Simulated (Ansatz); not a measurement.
# BaTiO3: the cost of one run

Method: DFT PBE, scalar-relativistic, plane waves, PAW, in Ansatz 0.2.0.

1 further run of the same task is left out (set aside as unsound or not needed).

### 1 The system as given

Symmetry: Pm-3m, No. 221, cubic system. The conventional cell has a = 4.019 Å, b = 4.019 Å, c = 4.019 Å, α = 90.00°, β = 90.00°, γ = 90.00°. Ba (site symmetry m-3m) is surrounded by 12 O at 2.84 Å. Around Ti (site symmetry m-3m) lie 6 O at 2.01 Å. O (site symmetry 4/mmm) has 2 Ti at 2.01 Å and 4 Ba at 2.84 Å as nearest neighbours.

Structure file:

```
Ba Ti O
1.0
     4.01923    0.00000    0.00000
     0.00000    4.01923    0.00000
     0.00000    0.00000    4.01928
Ba Ti O
1 1 3
Direct
  0.00000 0.00000 0.00000
  0.50000 0.50000 0.50000
  0.50000 0.50000 0.00000
  0.50000 0.00000 0.50000
  0.00000 0.50000 0.50000
```

It is the result of an earlier relaxation at this level (volume 12.99 Å³/atom; gap on the mesh: 1.78 eV).

### 2 The reference: the undisturbed cell on the scan's mesh

input.yaml reads:

```yaml
crystal:
  lattice:
    - [4.0192318613, 0.0, 0.0]
    - [0.0, 4.0192318613, 0.0]
    - [0.0, 0.0, 4.0192813205]
  atoms:
    - { symbol: Ba, position: [0.0, 0.0, 0.0] }
    - { symbol: Ti, position: [0.5, 0.5, 0.5] }
    - { symbol: O, position: [0.5, 0.5, 0.0] }
    - { symbol: O, position: [0.5, 0.0, 0.5] }
    - { symbol: O, position: [0.0, 0.5, 0.5] }
basis:
  ecutwfc: 420
kpoints:
  mp_grid: { grid: [8, 8, 8] }
hamiltonian:
  xc: pbe
scf:
  occupations: { method: gaussian, width: 0.05 }
output:
  forces: true
  stress: true
  eigenvalues: true
  write_density: true
  write_potential: true
  elf: true
  volumetric_format: npy
```

Run with:

```
$ ansatz run input.yaml --threads 1 --pin off --max-ram 2560MiB --backend cpu --events-out ev --progress --plain --runs-dir out
```

Q: Estimate wall time and peak memory on 1 thread of AMD EPYC 7R43 (Zen 3), shared host.

About 13 s, with a peak of 0.45 GiB.
